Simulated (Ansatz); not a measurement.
# CH4AlFOSi: one species, many methods

Aim: compute CH4AlFOSi with functionals from several rungs and with coupled cluster. The yardstick is the atomisation energy at the CCSD(T) limit.

Program: Ansatz 0.2.0, Gaussian basis. Level of theory: functionals in def2-TZVPP, the program's frozen cores in correlated methods. These are calculated values, not measurements.

The runs, in order: PBE-D4, r2SCAN-D4, PBE0-D4, B3LYP-D4, ωB97X-V, ωB97M-V, B2PLYP; CCSD(T)/def2-TZVPP; MP2/def2-QZVPP; extrapolation to the limit.

## Step 1: The geometry

All runs share one geometry, relaxed beforehand with PBE0-D4 in a triple-zeta def2 set.

SMILES `F[SiH]1O[CH2][AlH]1`, 9 atoms, charge 0, spin multiplicity 1.

Atoms are counted from 1 here; the program's logs count them from 0.

Bond lengths: F1–Si2 1.607 Å, Si2–O3 1.660 Å, Si2–Al5 2.427 Å, Si2–H6 1.486 Å, O3–C4 1.453 Å, C4–Al5 2.002 Å, C4–H7 1.095 Å, C4–H8 1.095 Å, Al5–H9 1.589 Å. Angles: F1–Si2–O3 111.4°, F1–Si2–Al5 116.7°, F1–Si2–H6 104.0°, O3–Si2–Al5 76.9°, O3–Si2–H6 109.2°, Al5–Si2–H6 133.4°, Si2–O3–C4 113.4°, O3–C4–Al5 97.0°, O3–C4–H7 108.4°, O3–C4–H8 109.5°, Al5–C4–H7 116.7°, Al5–C4–H8 117.3°, H7–C4–H8 107.1°, Si2–Al5–C4 71.2°, Si2–Al5–H9 152.6°, C4–Al5–H9 136.0°.

## Step 2: PBE-D4 (GGA)

Contents of in.yaml:

```yaml
crystal:
  periodic: [false, false, false]
  atoms:
    - {symbol: F, position_ang: [1.395900, 1.528521, -1.554154]}
    - {symbol: Si, position_ang: [1.022659, 1.000862, -0.082514]}
    - {symbol: O, position_ang: [0.985468, -0.657275, -0.023743]}
    - {symbol: C, position_ang: [-0.360847, -1.203122, -0.016105]}
    - {symbol: Al, position_ang: [-1.318417, 0.518553, 0.340898]}
    - {symbol: H, position_ang: [2.134717, 1.495472, 0.770259]}
    - {symbol: H, position_ang: [-0.418114, -1.969443, 0.763548]}
    - {symbol: H, position_ang: [-0.559631, -1.700429, -0.971264]}
    - {symbol: H, position_ang: [-2.793235, 0.940560, 0.756076]}
basis:
  gaussian: {orbitals: def2-TZVPP}
hamiltonian: {xc: pbe, dispersion: d4}
output: {forces: true, orbitals: {seedname: orbitals}}
```

Run with:

```
ansatz run in.yaml --threads 4 --pin off --events-out ev --progress --plain --max-ram 10444MiB
```

The runs that follow: r2SCAN-D4 (meta-GGA); PBE0-D4 (hybrid); B3LYP-D4 (hybrid); ωB97X-V (range-separated); ωB97M-V (range-separated); B2PLYP (double hybrid); CCSD(T) in def2-TZVPP; MP2 in def2-QZVPP.

Q: Predict the results of all the runs planned. Wanted: atomisation energy, CCSD(T)/CBS; farthest; mean size of error, hybrid; mean size of error, range-separated; gap, smallest and largest; T1 diagnostic; triples share of the correlation energy.

**Answer**, as computed:

```
                               quantity                                value
        atomisation energy, CCSD(T)/CBS                        3207.3 kJ/mol
 functionals within 16.0 kJ/mol (0.5 %)          r2SCAN-D4, ωB97X-V, ωB97M-V
                               farthest                B2PLYP (-54.3 kJ/mol)
             mean size of error, hybrid                          31.7 kJ/mol
    mean size of error, range-separated                           5.9 kJ/mol
              gap, smallest and largest  3.07 eV (PBE-D4), 9.10 eV (ωB97X-V)
                          T1 diagnostic                               0.0140
triples share of the correlation energy                                3.6 %
```

What this shows: PBE-D4 misses by +37.1 kJ/mol. Double hybrids carry the basis error of their MP2 part in triple zeta, and no dispersion term here, so their miss is partly the set-up's. Misses under about 16.0 kJ/mol are within the doubt on the reference itself, which lacks core-valence correlation, relativity and higher excitations. Hartree-Fock recovers 71 % of the binding; the rest is correlation. The gap grows from 3.1 to 9.1 eV across the functionals, mostly with the share of exact exchange.
